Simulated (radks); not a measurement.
# Rh⁺ in [Ar] 3d10 4p6 4d8 5p2: an all-electron calculation

What are the levels of the rhodium ion Rh+, how large are its shells, and how does its energy divide?

The numbers are computed with radks (a radial shooting solver on a logarithmic mesh, Libxc functionals) version 1 (Dirac Kohn-Sham, PBE, spin-unpolarised, spherical densities, finite nucleus; open shells fill j = l - 1/2 first), except any that are marked as measured or tabulated.

## Step 1: The atom as given

| Quantity | Value |
| --- | --- |
| element | rhodium (Z = 45) |
| charge | +1 |
| electrons | 44 |
| configuration | [Ar] 3d10 4p6 4d8 5p2 |
| nuclear rms radius | 4.4945 fm |

## Step 2: The calculation

The run's settings:

```text
Z 45
configuration [Ar] 3d10 4p6 4d8 5p2 4s0 4f0
relativity Dirac
functional pbe,pbe
spin unpolarised
j_filling energy
nucleus finite rms 4.4945 fm
c 137.035999084
```

**Question.** What will this run give?

The runs gave:

| quantity | value |
| --- | --- |
| total energy | -4778.11070 hartree |
| exchange-correlation share of it | 2.88 % |
| −T/E | 1.0424 |
| highest occupied level | 5p1/2, -9.567 eV |
| most extended occupied level | 5p1/2, <r> = 3.22 bohr |
| radius at density 0.001 e/bohr³ | 4.60 bohr |
| maxima of the radial density | 4 |

What this shows: The radial density shows 4 maxima for 5 occupied principal shells; where shells overlap, one shows as a shoulder or not at all. −T/E is 1.042: with relativity the kinetic term as defined here no longer equals −E. This is not the tabulated ground configuration, so its levels and sizes aren't those of the ground state, and no measured value stands beside it.
